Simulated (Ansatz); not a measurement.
## Be3N2, space group R3m: a comparison of functionals at one structure

Run with Ansatz 0.2.0 through its Python package.

The script, `xc.py`:
```python
'''One structure of Be3N2 under several functionals.'''

from dataclasses import dataclass

import ansatz
import pandas as pd


@dataclass
class RunConfig:
    smearing: str = 'fixed'


cfg = RunConfig()


def main() -> None:
    be3n2 = (
        ansatz.Lattice.from_parameters(2.8396, 2.8396, 14.5986, alpha=90, beta=90, gamma=120)
        .space_group(160)
        .atom('Be', (0.0, 0.0, 0.141))
        .atom('Be', (2 / 3, 1 / 3, 0.0156))
        .atom('Be', (2 / 3, 1 / 3, 0.2445))
        .atom('N', (2 / 3, 1 / 3, 0.1292))
        .atom('N', (0.0, 0.0, 0.2916))
        .primitive()
    )

    base = (
        be3n2.calculation()
        .basis(12 * ansatz.Ha, density_ratio=4)
        .kpoints(7)
        .occupations(cfg.smearing)
        .scf(algorithm='direct_min')
        .forces()
        .stress()
    )

    rows = []
    for value in ['blyp', 'pbesol', 'lda']:
        data = base.functional(value).run().report
        rows.append((value, data['free_energy_ev'] / len(data['lattice']['sites']), data['n_iterations'], sum(data['stress_gpa'][i][i] for i in range(3)) / 3, max(abs(f) for row in data['forces_ev_ang'] for f in row), data['n_kpoints']))

    table = pd.DataFrame(rows, columns=['functional', 'F/atom (eV)', 'iterations', 'P (GPa)', 'max component (eV/A)', 'k-points'])
    print(table.round(5).to_string(index=False))


if __name__ == '__main__':
    main()
```

Running `python xc.py` prints:
```text
DeckWarning: basis.ecutwfc = 326.536634951856 eV is below the records' recommended 420 eV, and the density's cutoff is lower with it unless basis.ecutrho_ratio is high enough to keep the records' density cutoff: compare with a run at a higher cutoff
DeckWarning: basis.ecutrho_ratio = 4 (ecutrho = 1306.146539807424 eV) is below the records' recommended 1680 eV
functional  F/atom (eV)  iterations  P (GPa)  max component (eV/A)  k-points
      blyp   -211.00704           6  5.20507               0.10627        44
    pbesol   -206.64949           5 -1.22268               0.06894        44
       lda   -203.59607           5 -7.43403               0.07563        44
```
(Warnings from the package without file and line.)

Caveats:
- The cutoff lies under the one recommended for these potentials.
- Under the recommended cutoff a pressure can be off by several GPa, even in sign.
- Pressure is positive in compression.
- The structure comes from a database of computed cells and needn't be a stable or known phase.
- Total energies of different functionals can't be compared; pressures, moments and gaps at this one structure can.
- Timing: 5.9 s on 1 thread of Intel(R) Xeon(R) 6975P-C (Granite Rapids), on a shared host, peak memory 0.43 GiB.

(Lines on the test bed's own set-up are left out of the output.)
